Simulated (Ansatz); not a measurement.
# Pt (fcc type): the cost of one run

Method: DFT PBE, with the methods named in each step, in Ansatz 0.2.0.

## Step 1: The starting structure

The structure is cubic, space group Fm-3m (No. 225). Conventional cell: a = 3.972 Å, b = 3.972 Å, c = 3.972 Å, α = 90.00°, β = 90.00°, γ = 90.00°. Around Pt (site symmetry m-3m) lie 12 Pt at 2.81 Å.

As a file:

```
Pt
1.0
    -1.98594    1.98594    0.00000
     0.00000    0.00000    3.97189
     1.98594    1.98594    0.00000
Pt
2
Cartesian
  0.0000 0.0000 0.0000
  0.0000 1.9859 1.9859
```

Atoms are numbered in the order of the input: Pt1, Pt2.

## Step 2: Bulk in the slab's orientation, LAPW

File input.yaml:

```yaml
crystal:
  lattice:
    - [-1.9859426444, 1.9859426444, 0.0]
    - [0.0, 0.0, 3.9718852888]
    - [1.9859426444, 1.9859426444, 0.0]
  atoms:
    - { symbol: Pt, position: [0.0, 0.0, 0.0] }
    - { symbol: Pt, position: [0.5, 0.5, 0.5] }
kpoints:
  mp_grid: { grid: [14, 10, 14] }
scf:
  occupations: { method: fermi_dirac, width: 0.1 }
hamiltonian:
  xc: pbe
  pseudopotentials: { kind: all_electron, lapw: { basis_error: 0.001 } }
output:
  forces: true
  stress: true
  eigenvalues: true
```

Run with:

```sh
> ansatz run input.yaml --threads 1 --pin off --max-ram 3584MiB --backend cpu --events-out ev --progress --plain --runs-dir out
```

Q: Estimate wall time and peak memory on 1 thread of Intel Xeon Platinum 8375C at 2.90GHz (Ice Lake), shared host.

About 73 s, with a peak of 0.92 GiB.
